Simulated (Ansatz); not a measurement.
# CH8GeSn: how energies converge with the basis set

One table from this session's results is given with a row withheld; the runs are named, their logs left out.

Computed with Ansatz 0.2.0, Gaussian basis. Level: one geometry, several basis sets.

Plan: PBE0-D4/def2-SVP; ωB97M-V/def2-SVP; PBE0-D4/def2-QZVPP; ωB97M-V/def2-QZVPP; the functionals' def2-TZVPP values are taken from earlier runs.

### The relaxed structure

An earlier PBE0-D4 in a triple-zeta def2 set relaxation fixed the geometry. Sn takes the def2 core potential; no spin-orbit term is included.

SMILES `[CH3][SnH2][GeH3]`, 11 atoms, charge 0, spin multiplicity 1.

Atoms are counted from 1 here; the program's logs count them from 0.

Bond lengths: C1–Sn2 2.144 Å, C1–H4 1.090 Å, C1–H5 1.090 Å, C1–H6 1.090 Å, Sn2–Ge3 2.598 Å, Sn2–H7 1.712 Å, Sn2–H8 1.712 Å, Ge3–H9 1.539 Å, Ge3–H10 1.538 Å, Ge3–H11 1.539 Å. Angles: Sn2–C1–H4 109.8°, Sn2–C1–H5 109.9°, Sn2–C1–H6 109.9°, H4–C1–H5 109.1°, H4–C1–H6 109.1°, H5–C1–H6 109.1°, C1–Sn2–Ge3 110.5°, C1–Sn2–H7 109.3°, C1–Sn2–H8 109.3°, Ge3–Sn2–H7 109.8°, Ge3–Sn2–H8 109.8°, H7–Sn2–H8 107.9°, Sn2–Ge3–H9 110.6°, Sn2–Ge3–H10 111.5°, Sn2–Ge3–H11 110.5°, H9–Ge3–H10 108.1°, H9–Ge3–H11 107.9°, H10–Ge3–H11 108.1°.

Coordinates:

| atom | x (Å) | y (Å) | z (Å) |
| --- | --- | --- | --- |
| C1 | -1.3568 | 1.3407 | -0.3882 |
| Sn2 | -0.2847 | -0.4737 | -0.7838 |
| Ge3 | 1.5308 | -0.8733 | 1.0318 |
| H4 | -2.1126 | 1.4989 | -1.1577 |
| H5 | -1.8459 | 1.2779 | 0.5838 |
| H6 | -0.6681 | 2.1854 | -0.3862 |
| H7 | -1.3826 | -1.7875 | -0.8069 |
| H8 | 0.4500 | -0.3731 | -2.3272 |
| H9 | 0.8878 | -0.9725 | 2.4268 |
| H10 | 2.3120 | -2.1725 | 0.7716 |
| H11 | 2.5354 | 0.2927 | 1.0566 |

Set-up of the first run:

Input file in.yaml:

```yaml
crystal:
  periodic: [false, false, false]
  atoms:
    - {symbol: C, position_ang: [-1.356841, 1.340662, -0.388198]}
    - {symbol: Sn, position_ang: [-0.284713, -0.473703, -0.783752]}
    - {symbol: Ge, position_ang: [1.530798, -0.873299, 1.031793]}
    - {symbol: H, position_ang: [-2.112550, 1.498943, -1.157694]}
    - {symbol: H, position_ang: [-1.845907, 1.277862, 0.583771]}
    - {symbol: H, position_ang: [-0.668131, 2.185363, -0.386233]}
    - {symbol: H, position_ang: [-1.382637, -1.787532, -0.806883]}
    - {symbol: H, position_ang: [0.450046, -0.373123, -2.327186]}
    - {symbol: H, position_ang: [0.887774, -0.972479, 2.426768]}
    - {symbol: H, position_ang: [2.311977, -2.172461, 0.771635]}
    - {symbol: H, position_ang: [2.535384, 0.292668, 1.056577]}
basis:
  gaussian: {orbitals: def2-SVP}
hamiltonian: {xc: pbe0, dispersion: d4}
output: {orbitals: {seedname: orbitals}}
```

Command:

```
> ansatz run in.yaml --threads 4 --pin off --events-out ev --progress --plain --max-ram 10444MiB
```

Steps of the session up to this table: PBE0-D4 in def2-SVP; ωB97M-V in def2-SVP; PBE0-D4 in def2-QZVPP; ωB97M-V in def2-QZVPP.

One table of the session follows, with a row left open; its other results are not shown here.

It belongs to the step «Density functionals: the series». 

```
functional       basis  HOMO (eV)  LUMO (eV)
   PBE0-D4    def2-SVP      -7.64       0.35
   PBE0-D4  def2-TZVPP      -7.65       0.05
   PBE0-D4  def2-QZVPP          ?          ?
   ωB97M-V    def2-SVP      -9.60       2.04
   ωB97M-V  def2-TZVPP      -9.65       1.44
   ωB97M-V  def2-QZVPP      -9.65       1.07
```

Q: Estimate the row for PBE0-D4, def2-QZVPP from the others.

**Answer.** HOMO (eV): -7.65; LUMO (eV): -0.11.
